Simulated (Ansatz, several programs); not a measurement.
KTaO3, cubic perovskite, relaxed with PBE in Ansatz (plane waves, PAW): it is cubic, Pm-3m (No. 221); conventional cell a = 4.024 Å, 13.04 Å³ an atom. K is surrounded by 12 O at 2.85 Å; Ta is surrounded by 6 O at 2.01 Å; O is surrounded by 2 Ta at 2.01 Å and 4 K at 2.85 Å. The cell was then scaled with its shape and fractional coordinates held. Spin-unpolarised throughout; all numbers are computed.

```tsv
V (Å³/atom)	E (meV/atom)
12.254	30.78
12.645	7.21
13.036	0.00
13.818	24.78
```

(1) Pass a cubic E = c₀ + c₁u + c₂u² + c₃u³, with u = V − 12.938 Å³, through these points.

(2) Where is the minimum, and what bulk modulus follows?

(3) Predict the energy and the pressure at the withheld volume, 13.427 Å³.

## Answers

(1) c₀ = 0.41, c₁ = -8.727, c₂ = 47.452, c₃ = -6.8868 (meV and Å³).

(2) dE/du = 0 at u = +0.094, so V₀ = 13.03 Å³. B = V₀ d²E/dV² = 13.03 × (2c₂ + 6c₃u) = 13.03 × 91.025 = 1186 meV/Å³, and 1 meV/Å³ is 0.16022 GPa: 190 GPa. A third-order Birch-Murnaghan fit to all five points gives 13.03 Å³ and 188 GPa.

(3) With u = +0.489: E ≈ 6.68 meV and P = −dE/dV ≈ -5.25 GPa. The run gives 6.52 meV and, from its stress, -5.21 GPa.
